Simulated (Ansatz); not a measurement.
Crystal: Mg6BiB.

```
Bi Mg B
1.0
     3.88474    0.00000    0.00000
     0.00000    4.39097    5.11952
     0.00000   -4.39097    5.11952
Bi Mg B
1 6 1
Direct
  0.50000 0.38547 0.38547
  0.00000 0.15039 0.15039
  0.00000 0.63332 0.63332
  0.00000 0.71473 0.04947
  0.00000 0.04947 0.71473
  0.50000 0.88649 0.40497
  0.50000 0.40497 0.88649
  0.50000 0.77516 0.77516
```

The cell comes from a database or a generator and needn't be the stable form of this composition.

- Program: Ansatz 0.2.0
- Task: single point
- Functional: PBE
- Potentials or basis: Ansatz PAW
- Cutoff: 420 eV (not typed: the program's choice for these potentials)
- k mesh: 7 × 4 × 4
- Occupations: fermi-dirac, width 0.05 eV
- Spin: no spin polarisation

On this cell: pressure -0.4 GPa; largest force 0.138 eV/Å; band gap on the k mesh none (metal or under the smearing width).

The same run follows on a disturbed copy (atoms moved at random, drawn with an rms of 0.05 Å):

```xyz
8
Lattice="3.8847 0.0000 0.0000 0.0000 4.3910 5.1195 0.0000 -4.3910 5.1195" Properties=species:S:1:pos:R:3 pbc="T T T"
Bi    1.9055    0.0303    3.9750
Mg   -0.0233    0.0434    1.4885
Mg    0.0114    0.0192    6.5069
Mg    0.0052    2.9244    3.9385
Mg    0.0251   -2.9436    3.9701
Mg    1.9239    2.0975    6.6134
Mg    1.9538   -2.0861    6.5775
B     1.9050   -0.0357    7.9641
```

Question: What does the disturbed cell give?

Answer: The energy (extrapolated to zero smearing) moves by +5.3 meV/atom; pressure -0.4 GPa; largest force 0.358 eV/Å; band gap on the k mesh none (metal or under the smearing width).

Forces in eV/Å, atoms in the order of the input:
```
Bi   0.044 -0.039 -0.205
Mg   0.026 -0.177  0.311
Mg  -0.215 -0.066 -0.104
Mg  -0.026 -0.145 -0.067
Mg  -0.037  0.163 -0.175
Mg   0.066  0.188  0.141
Mg  -0.060 -0.058  0.112
B    0.202  0.134 -0.013
```

Stress tensor (GPa, compression positive):
```
-0.33  0.09  0.15
 0.09  0.08  0.00
 0.15  0.00 -0.91
```

Caveats: spin-orbit coupling is left out, which moves the levels of the heavy elements.
